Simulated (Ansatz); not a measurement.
**Zn6F in Ansatz: the effect of boundary**

Slab: Zn6F, a slab with vacuum.

```
CELL_PARAMETERS angstrom
5.32960 0.00000 0.00000
0.00000 4.94670 0.00000
0.00000 0.00000 24.10243
ATOMIC_POSITIONS crystal
Zn 0.50000 0.75000 0.33192
Zn 0.00000 0.75000 0.33192
Zn 0.75000 0.25000 0.36383
Zn 0.25000 0.25000 0.36383
Zn 0.75000 0.75000 0.42767
Zn 0.25000 0.75000 0.42767
Zn 0.00000 0.25000 0.45958
Zn 0.50000 0.25000 0.45958
Zn 0.00000 0.75000 0.52341
Zn 0.50000 0.75000 0.52341
Zn 0.25000 0.25000 0.55533
Zn 0.75000 0.25000 0.55533
F 0.42118 0.08637 0.68053
F 0.25000 0.25000 0.65076
```

The cell isn't the ideal one: F2 (tilted) over a top site of the (1 0 0) slab of Zn, cut from the database cell, not relaxed.

Alike in all runs:

* Program: Ansatz 0.2.0
* Task: electrostatic potential
* Functional: PBE
* Potentials or basis: Ansatz PAW
* Cutoff: 420 eV (not typed: the program's choice for these potentials)
* k mesh: 5 × 6 × 1
* Occupations: fermi-dirac, width 0.05 eV
* Spin: no spin polarisation

```tsv
boundary	largest force (eV/Å)
dipole_correction	4.77
images	?
isolated	4.77
```

**Question.** What does the run with boundary images give?

**Answer.** Largest force 4.95 eV/Å.
